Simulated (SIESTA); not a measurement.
Crystal: Ge2Sb2Te5.

```
CELL_PARAMETERS angstrom
6.83914 -3.06601 0.00000
6.83914 3.06601 0.00000
-6.83098 0.00000 6.84761
ATOMIC_POSITIONS crystal
Te 0.59470 0.59470 0.38643
Te 0.79529 0.79529 0.19611
Te 0.00832 0.00832 0.00643
Te 0.20652 0.20652 0.80980
Te 0.39996 0.39996 0.59712
Sb 0.90171 0.90171 0.58787
Sb 0.11187 0.11187 0.41735
Ge 0.28429 0.28429 0.18783
Ge 0.49734 0.49734 0.01104
```

The cell comes from a database or a generator and needn't be the stable form of this composition.

```yaml
Program: SIESTA 5.4.2
Task: single point
Functional: PBEsol
Potentials_or_basis: PseudoDojo 0.4 standard (PBEsol files)
Basis: DZP (energy shift 0.003 Ry; two zetas on semicore shells)
Grid_cutoff: 800 Ry
Energy_shift: 0.003 Ry
k_mesh: 5 × 5 × 4
Occupations: fermi-dirac, width 0.05 eV
Spin: no spin polarisation
```

On this cell: pressure -1.4 GPa; largest force 0.185 eV/Å; band gap on the k mesh 0.23 eV, indirect (least direct gap 0.31 eV).

The same run follows on a disturbed copy (atoms moved at random, drawn with an rms of 0.05 Å):

```xyz
9
Lattice="6.8391 -3.0660 0.0000 6.8391 3.0660 0.0000 -6.8310 0.0000 6.8476" Properties=species:S:1:pos:R:3 pbc="T T T"
Te    5.5125   -0.0346    2.5984
Te    9.5305   -0.0018    1.3620
Te    0.0599    0.0072    0.0702
Te   -2.6906    0.0164    5.6189
Te    1.3823    0.0113    4.1002
Sb    8.3483   -0.0007    4.0635
Sb   -1.3472   -0.0029    2.9094
Ge    2.5922   -0.0156    1.3359
Ge    6.7939   -0.0024    0.0564
```

Task: What changes?

Result: The energy moves by +2.5 meV/atom; pressure -1.4 GPa; largest force 0.286 eV/Å; band gap on the k mesh 0.26 eV, indirect (least direct gap 0.31 eV).

Forces on the atoms (eV/Å):
```
Te  -0.014  0.105  0.266
Te   0.160 -0.004 -0.120
Te  -0.050 -0.030 -0.099
Te  -0.024  0.009 -0.191
Te   0.197 -0.045  0.062
Sb  -0.103  0.012  0.008
Sb  -0.089 -0.050 -0.022
Ge  -0.093  0.010  0.000
Ge   0.015 -0.009  0.095
```

Stress tensor (GPa, compression positive):
```
-1.15 -0.04 -0.25
-0.04 -1.87  0.01
-0.25  0.01 -1.07
```

Caveats: spin-orbit coupling is left out, which moves the levels of the heavy elements; an odd mesh through Γ misses points on the zone boundary, where band edges often lie; the basis of atomic orbitals isn't converged, which shifts pressures, moduli and gaps.
